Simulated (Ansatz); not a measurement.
# CH3NO2Si: rigid torsion scan

A script is to give a rigid torsion scan; the system is CH3NO2Si. SMILES: N#C[SiH](O)O.

All numbers are computed with the Python package of Ansatz 0.2.0. Level of theory: B3LYP/def2-SVP.

## Step 1: Starting point

Bond lengths: N1–C2 1.162 Å, C2–Si3 1.892 Å, Si3–O4 1.660 Å, Si3–O5 1.664 Å, Si3–H6 1.480 Å, O4–H7 0.970 Å, O5–H8 0.970 Å. Angles: N1–C2–Si3 178.4°, C2–Si3–O4 114.3°, C2–Si3–O5 113.1°, C2–Si3–H6 109.5°, O4–Si3–O5 106.0°, O4–Si3–H6 107.5°, O5–Si3–H6 106.0°, Si3–O4–H7 114.1°, Si3–O5–H8 115.1°.

No structure file is read: the coordinates are typed or built in the script.

## Step 2: The code

Input file ch3no2si.py:

```python
"""Rigid torsion scan of CH3NO2Si."""

from dataclasses import dataclass
import logging
import sys

import ansatz as az
from ase import Atoms

logging.basicConfig(stream=sys.stdout, format="[%(levelname)s] %(message)s")
log = logging.getLogger("calc")
log.setLevel(logging.INFO)


@dataclass
class RunConfig:
    basis: str = "def2-SVP"
    functional: str = "b3lyp"
    force_tol: float = 0.02


settings = RunConfig()

atoms = Atoms(["N", "C", "Si", "O", "O", "H", "H", "H"], positions=[
    (2.7757, 0.4014, -0.4842),
    (1.6773, 0.1974, -0.1632),
    (-0.1241, -0.0886, 0.3381),
    (-0.6486, -1.6513, 0.1393),
    (-1.195, 0.8662, -0.504),
    (-0.2999, 0.2609, 1.7652),
    (-1.1183, -1.8081, -0.6943),
    (-1.0672, 1.8221, -0.3969),
])

# relax first, so that the scan starts from a minimum
first = (
    az.Crystal.molecule_from_ase(atoms).calculation()
    .basis(gaussian=settings.basis)
    .functional(settings.functional)
    .relax(force_tolerance=settings.force_tol, max_steps=80)
)
atoms.positions = first.run(threads=1).report["positions_ang"]

start = atoms.get_dihedral(1, 2, 3, 6)
energies = {}
for turn in range(0, 360, 30):
    turned = atoms.copy()
    turned.set_dihedral(1, 2, 3, 6, start + turn, indices=[3, 6])
    base = az.Crystal.molecule_from_ase(turned).calculation()
    base = base.basis(gaussian=settings.basis)
    base = base.functional(settings.functional)
    energies[round((start + turn) % 360)] = base.run(threads=1).report["free_energy_ev"]
floor = min(energies.values())
log.info("dihedral C1-Si2-O3-H6 (deg)   E - E(min) (kJ/mol)")
for angle, e in sorted(energies.items()):
    log.info(f"{angle:8d} {96.485332 * (e - floor):14.3f}  " + "#" * int(30 * (e - floor) / max(max(energies.values()) - floor, 1e-9)))
```

## Step 3: What the engine is handed

The package turns the script's settings into the engine's input (first run):

```yaml
crystal:
  periodic: [false, false, false]
  atoms:
    - { symbol: "N", position_ang: [2.7757, 0.4014, -0.4842] }
    - { symbol: C, position_ang: [1.6773, 0.1974, -0.1632] }
    - { symbol: Si, position_ang: [-0.1241, -0.0886, 0.3381] }
    - { symbol: O, position_ang: [-0.6486, -1.6513, 0.1393] }
    - { symbol: O, position_ang: [-1.195, 0.8662, -0.504] }
    - { symbol: H, position_ang: [-0.2999, 0.2609, 1.7652] }
    - { symbol: H, position_ang: [-1.1183, -1.8081, -0.6943] }
    - { symbol: H, position_ang: [-1.0672, 1.8221, -0.3969] }
basis:
  gaussian:
    orbitals: def2-SVP
hamiltonian:
  xc: b3lyp
relax:
  f_tol: 0.02
  max_steps: 80
```

## Step 4: Running it

The run is started by

```sh
> python ch3no2si.py
```

Q: Predict the main results. Wanted: range of energy; lowest point, turn.

As calculated:

| quantity | value |
| --- | --- |
| runs compared | 12 |
| range of energy | 0.127 eV |
| lowest point, turn (°) | 0 |

The lowest point lies at a turn of 0°, the highest 0.127 eV (12.3 kJ/mol) above it at 90°. The grid can miss the true lowest and highest points, and the rest of the molecule is held rigid. Run 0: The relaxation took 9 moves; the largest shift is 0.399 Å, of atom 8 (H). The scan is rigid and the energies are electronic, in a modest basis. With rigid groups the curve can differ much from the relaxed path, the start wasn't checked as a minimum of this torsion, and equivalent turns needn't return to the same energy. b3lyp holds the VWN-RPA fit, as in Gaussian; the form of ORCA and Turbomole is b3lyp5.
